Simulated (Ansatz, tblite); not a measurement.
**C12H10S2: one state, many levels**

An exercise on one series of results from a longer session: the logs are not shown, and one member is left open.

Program: Ansatz 0.2.0, Gaussian basis. Level of theory: as each input shows. These are calculated values, not measurements.

Levels to be run: GFN1-xTB, GFN2-xTB, PBE-D4/def2-TZVP, r2SCAN-D4/def2-TZVP, B3LYP-D4/def2-TZVP, LDA/def2-TZVP, PBE-D4/def2-SVP, PBE0-D4/def2-SVP, HF/STO-3G, MP2/def2-SVP.

### The structure

The singlet was relaxed beforehand with PBE-D4/def2-SVP.

SMILES `Sc1ccc(Sc2ccccc2)cc1`, 24 atoms, charge 0, spin multiplicity 1.

Bond lengths: S1–C2 1.774 Å, S1–H15 1.362 Å, C2–C3 1.413 Å, C2–C14 1.411 Å, C3–C4 1.398 Å, C3–H16 1.101 Å, C4–C5 1.410 Å, C4–H17 1.100 Å, C5–S6 1.782 Å, C5–C13 1.409 Å, S6–C7 1.784 Å, C7–C8 1.411 Å, C7–C12 1.410 Å, C8–C9 1.402 Å, C8–H18 1.101 Å, C9–C10 1.404 Å, C9–H19 1.101 Å, C10–C11 1.405 Å and more. Angles: C2–S1–H15 96.4°, S1–C2–C3 123.2°, S1–C2–C14 117.9°, C3–C2–C14 118.9°, C2–C3–C4 120.5°, C2–C3–H16 120.1°, C4–C3–H16 119.3°, C3–C4–C5 120.5°, C3–C4–H17 119.7°, C5–C4–H17 119.8°, C4–C5–S6 122.2°, C4–C5–C13 119.0°, S6–C5–C13 118.7°, C5–S6–C7 103.3°, S6–C7–C8 117.3°, S6–C7–C12 123.0°, C8–C7–C12 119.7°, C7–C8–C9 120.0° and more.

PBE0-D4/def2-TZVP was run before; its log isn't repeated, and its numbers join the tables.

The first run:

Tight binding, by tblite at 300 K electronic temperature and without a spin-polarisation term:

```python
tblite.interface.Calculator('GFN1-xTB', numbers, positions, charge=0, uhf=0).singlepoint()
```

Tight binding, by tblite at 300 K electronic temperature and without a spin-polarisation term:

```python
tblite.interface.Calculator('GFN2-xTB', numbers, positions, charge=0, uhf=0).singlepoint()
```

start.molden holds the orbitals of an earlier run on this state, given as this run's starting guess.

The input, in.yaml:

```yaml
crystal:
  periodic: [false, false, false]
  atoms:
    - {symbol: S, position_ang: [5.054235, 1.246010, 0.576013]}
    - {symbol: C, position_ang: [3.524394, 0.449532, 0.159577]}
    - {symbol: C, position_ang: [2.450374, 1.117563, -0.469325]}
    - {symbol: C, position_ang: [1.271445, 0.433069, -0.779060]}
    - {symbol: C, position_ang: [1.123664, -0.927224, -0.438311]}
    - {symbol: S, position_ang: [-0.327254, -1.863220, -0.878907]}
    - {symbol: C, position_ang: [-1.670106, -0.823022, -0.332260]}
    - {symbol: C, position_ang: [-2.881281, -0.900863, -1.051104]}
    - {symbol: C, position_ang: [-3.995566, -0.160238, -0.630976]}
    - {symbol: C, position_ang: [-3.908762, 0.678393, 0.491580]}
    - {symbol: C, position_ang: [-2.698982, 0.759747, 1.201743]}
    - {symbol: C, position_ang: [-1.585557, 0.006634, 0.804972]}
    - {symbol: C, position_ang: [2.189957, -1.591917, 0.198839]}
    - {symbol: C, position_ang: [3.382269, -0.916010, 0.484619]}
    - {symbol: H, position_ang: [4.718617, 2.476868, 0.100557]}
    - {symbol: H, position_ang: [2.541886, 2.181899, -0.736036]}
    - {symbol: H, position_ang: [0.450870, 0.962414, -1.285948]}
    - {symbol: H, position_ang: [-2.941485, -1.538815, -1.946506]}
    - {symbol: H, position_ang: [-4.936615, -0.229567, -1.198715]}
    - {symbol: H, position_ang: [-4.780339, 1.268922, 0.811748]}
    - {symbol: H, position_ang: [-2.621827, 1.409616, 2.087472]}
    - {symbol: H, position_ang: [-0.646143, 0.063552, 1.374720]}
    - {symbol: H, position_ang: [2.079250, -2.650974, 0.476461]}
    - {symbol: H, position_ang: [4.206926, -1.452396, 0.978828]}
basis:
  gaussian: {orbitals: def2-TZVP, initial_orbitals: start.molden}
hamiltonian: {xc: pbe, dispersion: d4}
scf: {omitted_lower_state_checks: [starts]}
output: {forces: true, orbitals: {seedname: orbitals}}
```

Launch:

```
$ ansatz run in.yaml --threads 4 --pin off --events-out ev --progress --plain --max-ram 9574MiB
```

Steps of the session up to this table: PBE-D4/def2-TZVP; r2SCAN-D4/def2-TZVP; B3LYP-D4/def2-TZVP; LDA/def2-TZVP; PBE-D4/def2-SVP; PBE0-D4/def2-SVP; HF/STO-3G; MP2/def2-SVP.

One table of the session follows, with a row left open; its other results are not shown here.

It belongs to the step «Binding energy». 

```
              level  binding an atom (eV)
          HF/STO-3G                 4.187
        HF/def2-SVP                 3.662
      LDA/def2-TZVP                 5.748
    PBE-D4/def2-SVP                 5.211
   PBE-D4/def2-TZVP                 5.145
r2SCAN-D4/def2-TZVP                 4.981
 B3LYP-D4/def2-TZVP                 4.938
   PBE0-D4/def2-SVP                 5.098
  PBE0-D4/def2-TZVP                     ?
       MP2/def2-SVP                 4.865
```

**Question.** Estimate the row for PBE0-D4/def2-TZVP.

As computed: binding an atom (eV): 5.030. In the column «binding an atom (eV)» it lies between r2SCAN-D4/def2-TZVP (4.981) and PBE0-D4/def2-SVP (5.098).

Caveats from the session: Free atoms were run apart at each level; binding is atoms less cluster, divided by the number of atoms, without zero-point or spin-orbit terms.
